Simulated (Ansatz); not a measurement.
# HgC4F6: the cost of one run

Computed with Ansatz 0.2.0 (DFT PBE, scalar-relativistic, plane waves, PAW, unless a step's input says otherwise).

**1. Starting point**

Symmetry: P-1, No. 2, triclinic system. The conventional cell has a = 4.956 Å, b = 5.733 Å, c = 6.394 Å, α = 104.57°, β = 109.32°, γ = 107.16°. Hg (site symmetry -1) has 2 C at 2.00 Å as nearest neighbours. C (site symmetry 1) is surrounded by 1 C at 1.32 Å and 1 F at 1.36 Å. C (site symmetry 1) has 2 F at 1.28 to 1.33 Å and 1 C at 1.32 Å as nearest neighbours. F (site symmetry 1) has 1 C at 1.36 Å as nearest neighbours. F (site symmetry 1) has 1 C at 1.28 Å as nearest neighbours. Around F (site symmetry 1) lie 1 C at 1.33 Å.

As a file:

```cif
data_structure
_symmetry_space_group_name_H-M 'P 1'
_symmetry_Int_Tables_number 1
_cell_length_a 4.9560
_cell_length_b 5.7330
_cell_length_c 6.3940
_cell_angle_alpha 104.570
_cell_angle_beta 109.320
_cell_angle_gamma 107.160
_cell_volume 151.03
loop_
_atom_site_label
_atom_site_type_symbol
_atom_site_fract_x
_atom_site_fract_y
_atom_site_fract_z
_atom_site_occupancy
Hg1 Hg 0.00000 0.00000 0.00000 1
C1 C 0.21100 0.13100 0.80910 1
C2 C 0.78900 0.86900 0.19090 1
C3 C 0.19200 0.32400 0.73720 1
C4 C 0.80800 0.67600 0.26280 1
F1 F 0.38810 0.01270 0.74430 1
F2 F 0.61190 0.98730 0.25570 1
F3 F 0.33060 0.41040 0.61700 1
F4 F 0.66940 0.58960 0.38300 1
F5 F 0.02800 0.45870 0.78290 1
F6 F 0.97200 0.54130 0.21710 1
```

(A quick probe on a coarse mesh, which set the mesh and smearing, is not shown.)

**3. A loose first relaxation**

Input file input.yaml:

```yaml
crystal:
  lattice:
    - [4.956, 0.0, 0.0]
    - [-1.69147, 5.47779, 0.0]
    - [-2.11542, -2.33664, 5.56312]
  atoms:
    - { symbol: Hg, position: [0.0, 0.0, 0.0] }
    - { symbol: C, position: [0.211, 0.131, 0.8091] }
    - { symbol: C, position: [0.789, 0.869, 0.1909] }
    - { symbol: C, position: [0.192, 0.324, 0.7372] }
    - { symbol: C, position: [0.808, 0.676, 0.2628] }
    - { symbol: F, position: [0.3881, 0.0127, 0.7443] }
    - { symbol: F, position: [0.6119, 0.9873, 0.2557] }
    - { symbol: F, position: [0.3306, 0.4104, 0.617] }
    - { symbol: F, position: [0.6694, 0.5896, 0.383] }
    - { symbol: F, position: [0.028, 0.4587, 0.7829] }
    - { symbol: F, position: [0.972, 0.5413, 0.2171] }
basis:
  ecutwfc: 420
kpoints:
  mp_grid: { grid: [4, 4, 4] }
hamiltonian:
  xc: pbe
scf:
  occupations: { method: gaussian, width: 0.1 }
  lower_state_search: "off"
output:
  forces: true
  stress: true
  eigenvalues: true
relax:
  adjacent_minimum: "off"
  f_tol: 0.04
  max_steps: 70
  cell: { stress_tol: 0.4 }
```

On the command line:

```
> ansatz run input.yaml --threads 1 --pin off --max-ram 2560MiB --backend cpu --events-out ev --progress --plain --runs-dir out
```

What time and memory should one allow on 1 thread of Intel Xeon Platinum 8259CL at 2.50GHz (Skylake/Cascade Lake), shared host?

About 4.1 min, with a peak of 0.64 GiB.
